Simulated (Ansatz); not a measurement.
**CH₄BFGe: up Jacob's ladder to CCSD(T)**

The task here is to estimate one member of a computed series from the others.

The runs use Ansatz 0.2.0, Gaussian basis; functionals in def2-TZVPP, the program's frozen cores in correlated methods.

The runs, in order: LDA (SPW92), PBE-D4, revPBE-D4, BLYP-D4, r2SCAN-D4, B97M-V, PBE0-D4, B3LYP-D4, r2SCANh-D4, r2SCAN0-D4, HSE06-D4, BHLYP-D4, CAM-B3LYP-D4, LC-ωPBE, ωB97X-V, ωB97M-V, B2PLYP, PBE-QIDH; CCSD(T)/def2-SVP; CCSD(T)/def2-TZVPP; MP2/def2-QZVPP; extrapolation to the limit; RPA on PBE.

### The geometry

All runs share one geometry, relaxed beforehand with PBE0-D4 in a triple-zeta def2 set.

8 atoms, charge 0, spin multiplicity 1.

Atoms are counted from 1 here; the program's logs count them from 0.

Bond lengths: F1–C2 1.330 Å, C2–B3 1.464 Å, C2–H5 1.090 Å, B3–Ge4 1.934 Å, B3–H6 1.189 Å, Ge4–H7 1.541 Å, Ge4–H8 1.541 Å. Angles: F1–C2–B3 123.9°, F1–C2–H5 109.3°, B3–C2–H5 126.8°, C2–B3–Ge4 104.5°, C2–B3–H6 128.3°, Ge4–B3–H6 127.2°, B3–Ge4–H7 121.6°, B3–Ge4–H8 131.0°, H7–Ge4–H8 107.4°.

The first run:

in.yaml reads:

```yaml
crystal:
  periodic: [false, false, false]
  atoms:
    - {symbol: F, position_ang: [-1.966203, 1.648068, -0.364660]}
    - {symbol: C, position_ang: [-0.967911, 0.864720, 0.033880]}
    - {symbol: B, position_ang: [-0.206830, -0.008151, -0.862166]}
    - {symbol: Ge, position_ang: [1.080880, -0.880378, 0.288103]}
    - {symbol: H, position_ang: [-0.823053, 0.983969, 1.108037]}
    - {symbol: H, position_ang: [-0.341550, -0.158689, -2.033613]}
    - {symbol: H, position_ang: [1.142309, -0.587528, 1.800188]}
    - {symbol: H, position_ang: [2.174458, -1.919109, -0.025570]}
basis:
  gaussian: {orbitals: def2-TZVPP}
hamiltonian: {xc: lda}
output: {orbitals: {seedname: orbitals}}
```

Steps of the session up to this table: LDA; PBE-D4 (GGA); revPBE-D4 (GGA); BLYP-D4 (GGA); r2SCAN-D4 (meta-GGA); B97M-V (meta-GGA); PBE0-D4 (hybrid); B3LYP-D4 (hybrid); r2SCANh-D4 (hybrid); r2SCAN0-D4 (hybrid); HSE06-D4 (hybrid); BHLYP-D4 (hybrid); CAM-B3LYP-D4 (range-separated); LC-ωPBE (range-separated); ωB97X-V (range-separated); ωB97M-V (range-separated); B2PLYP (double hybrid); PBE-QIDH (double hybrid).

One of the session's tables, all rows but one given; the rest of the session is left out.

It belongs to the step «Frontier levels by functional». 

| functional | HOMO (eV) | LUMO (eV) | gap (eV) |
| --- | --- | --- | --- |
| LDA (SPW92) | -6.13 | -3.92 | 2.21 |
| PBE-D4 | -5.91 | -3.67 | 2.24 |
| revPBE-D4 | -5.83 | -3.57 | 2.26 |
| BLYP-D4 | -5.75 | -3.55 | 2.20 |
| r2SCAN-D4 | -6.08 | -3.62 | 2.46 |
| B97M-V | -6.01 | -3.58 | 2.43 |
| PBE0-D4 | -6.74 | -2.96 | 3.78 |
| B3LYP-D4 | -6.58 | -3.16 | 3.42 |
| r2SCANh-D4 | -6.40 | -3.35 | 3.05 |
| r2SCAN0-D4 | -6.87 | -2.95 | 3.93 |
| HSE06-D4 | ? | ? | ? |
| BHLYP-D4 | -7.43 | -2.15 | 5.28 |
| CAM-B3LYP-D4 | -7.85 | -2.02 | 5.83 |
| LC-ωPBE | -8.97 | -1.02 | 7.95 |
| ωB97X-V | -8.71 | -1.04 | 7.67 |
| ωB97M-V | -8.67 | -1.12 | 7.54 |

**Question.** Estimate the row for HSE06-D4.

As computed: HOMO (eV): -6.36; LUMO (eV): -3.33; gap (eV): 3.03. In the column «HOMO (eV)» it lies between r2SCANh-D4 (-6.40) and LDA (SPW92) (-6.13).
